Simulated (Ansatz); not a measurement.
# CH₅ClOSi: basis-set convergence

The task here is to estimate one member of a computed series from the others.

Program: Ansatz 0.2.0, Gaussian basis. Level of theory: one geometry, several basis sets. These are calculated values, not measurements.

The runs, in order: PBE0-D4/def2-SVP; ωB97M-V/def2-SVP; PBE0-D4/def2-QZVPP; ωB97M-V/def2-QZVPP; the functionals' def2-TZVPP values are taken from earlier runs.

## The geometry

An earlier PBE0-D4 in a triple-zeta def2 set relaxation fixed the geometry.

SMILES `O[SiH2]CCl`, 9 atoms, charge 0, spin multiplicity 1.

Atoms are counted from 1 here; the program's logs count them from 0.

Bond lengths: O1–Si2 1.642 Å, O1–H5 0.960 Å, Si2–C3 1.881 Å, Si2–H6 1.483 Å, Si2–H7 1.486 Å, C3–Cl4 1.793 Å, C3–H8 1.090 Å, C3–H9 1.091 Å. Angles: Si2–O1–H5 116.1°, O1–Si2–C3 110.3°, O1–Si2–H6 106.4°, O1–Si2–H7 112.3°, C3–Si2–H6 109.9°, C3–Si2–H7 107.4°, H6–Si2–H7 110.6°, Si2–C3–Cl4 107.6°, Si2–C3–H8 112.6°, Si2–C3–H9 112.9°, Cl4–C3–H8 107.2°, Cl4–C3–H9 107.5°, H8–C3–H9 108.8°.

Set-up of the first run:

File in.yaml:

```yaml
crystal:
  periodic: [false, false, false]
  atoms:
    - {symbol: O, position_ang: [-0.106661, 0.958242, -1.577483]}
    - {symbol: Si, position_ang: [0.729991, 0.089212, -0.464072]}
    - {symbol: C, position_ang: [-0.328944, -0.207234, 1.062596]}
    - {symbol: Cl, position_ang: [-1.836749, -1.016281, 0.528185]}
    - {symbol: H, position_ang: [-0.963401, 0.607429, -1.830644]}
    - {symbol: H, position_ang: [1.916183, 0.903210, -0.104222]}
    - {symbol: H, position_ang: [1.144927, -1.240707, -0.981629]}
    - {symbol: H, position_ang: [-0.618852, 0.719750, 1.558136]}
    - {symbol: H, position_ang: [0.152008, -0.860020, 1.792132]}
basis:
  gaussian: {orbitals: def2-SVP}
hamiltonian: {xc: pbe0, dispersion: d4}
output: {orbitals: {seedname: orbitals}}
```

The run is started by

```bash
ansatz run in.yaml --threads 2 --pin off --events-out ev --progress --plain --max-ram 4352MiB
```

Among the steps run: PBE0-D4 in def2-SVP; ωB97M-V in def2-SVP; PBE0-D4 in def2-QZVPP; ωB97M-V in def2-QZVPP.

One table of the session follows, with a row left open; its other results are not shown here.

It belongs to the step «Functionals by basis». 

| functional | basis | HOMO (eV) | LUMO (eV) |
| --- | --- | --- | --- |
| PBE0-D4 | def2-SVP | -8.03 | 0.51 |
| PBE0-D4 | def2-TZVPP | ? | ? |
| PBE0-D4 | def2-QZVPP | -8.21 | -0.23 |
| ωB97M-V | def2-SVP | -10.25 | 2.59 |
| ωB97M-V | def2-TZVPP | -10.43 | 1.79 |
| ωB97M-V | def2-QZVPP | -10.47 | 1.36 |

**Question.** Estimate the row for PBE0-D4, def2-TZVPP.

**Answer.** HOMO (eV): -8.17; LUMO (eV): -0.02. In the column «HOMO (eV)» it lies between PBE0-D4, def2-QZVPP (-8.21) and PBE0-D4, def2-SVP (-8.03).
